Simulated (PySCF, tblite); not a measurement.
**C2H8GeN radical: geometry, infrared bands and EPR parameters**

Aim: predict the infrared bands and EPR parameters of C2H8GeN radical (`CN[CH][GeH3]`).

Programs: tblite 0.8.0 and PySCF 2.14.0, with density-fitted response routines of our own. Each step states its level of theory. These are calculated values for one molecule in the gas phase, unless marked as measured. Atoms count from 0, in the outputs and in this text.

## (1) Starting geometry

12 atoms, charge 0, multiplicity 2; geometry from: force field or distance geometry start.

Bonds of the start (Å): C0–N1 1.47, N1–C2 1.42, C2–Ge3 1.92, C0–H4 1.11, C0–H5 1.09, C0–H6 1.10, N1–H7 1.05, C2–H8 1.09, Ge3–H9 1.55, Ge3–H10 1.53, Ge3–H11 1.57.

## (2) Optimising the geometry with GFN2-xTB

What the job is given:

```
{"job": {"kind": "relax", "xc": "GFN2-xTB", "basis": "xTB"}, "charge": 0, "multiplicity": 2}
C      1.919600     0.044900    -0.109400
N      0.619100    -0.426600    -0.610300
C     -0.312900    -0.365300     0.462900
Ge    -2.055100     0.307400     0.009000
H      2.061900     1.021800    -0.627300
H      2.732400    -0.642900    -0.355000
H      1.888400     0.238700     0.968800
H      0.772600    -1.444300    -0.827700
H      0.069200    -0.133300     1.452800
H     -2.450600    -0.327700    -1.352100
H     -2.141500     1.831500    -0.146600
H     -3.101900    -0.104900     1.108900
```

The run is started by

```
> OMP_NUM_THREADS=1 python probes_run.py task.json out
```

One launch serves the whole session: the jobs run in the order shown.

**Question.** This job is followed by: GFN2-xTB harmonic vibrations, gas phase; UKS B3LYP, def2-TZVP-core on Ge, pcH-1 on C H N, non-relativistic, mean-field spin-orbit, GIAO. What will the session give for the following? strongest single infrared mode (GFN2-xTB); zero-point energy (GFN2-xTB); g(iso) (B3LYP); ⟨S²⟩; largest a(iso) (averaged by class); surface potential, 1st and 99th percentile.

**Answer**, as computed:

| quantity | value |
| --- | --- |
| strongest single infrared mode (GFN2-xTB) | 2080 cm⁻¹, 443 km/mol |
| zero-point energy (GFN2-xTB) | 55.9 kcal/mol |
| g(iso) (B3LYP) | 2.00192 |
| ⟨S²⟩ | 0.754 (exact 0.75) |
| largest a(iso) (averaged by class) | 13C on C2, 80.3 MHz |
| surface potential, 1st and 99th percentile | -0.86 V and 1.65 V |

In words: Over 122 steps the energy fell by 0.741 eV; of the close pairs, Ge3–H11 changed most, 1.573 to 1.490 Å. No mode is imaginary among the 30: a minimum at this level. The strongest single mode, at 2080 cm⁻¹, moves mainly H11. Unscaled tight-binding wavenumbers are off by several per cent, some by more. Its intensities can rank the bands wrongly. C2 carries the largest spin population, 0.76 e. The isotropic g lies 0.4 ppt below the free-electron value. The hyperfine terms hold no scalar relativity, which the heavier nuclei need.
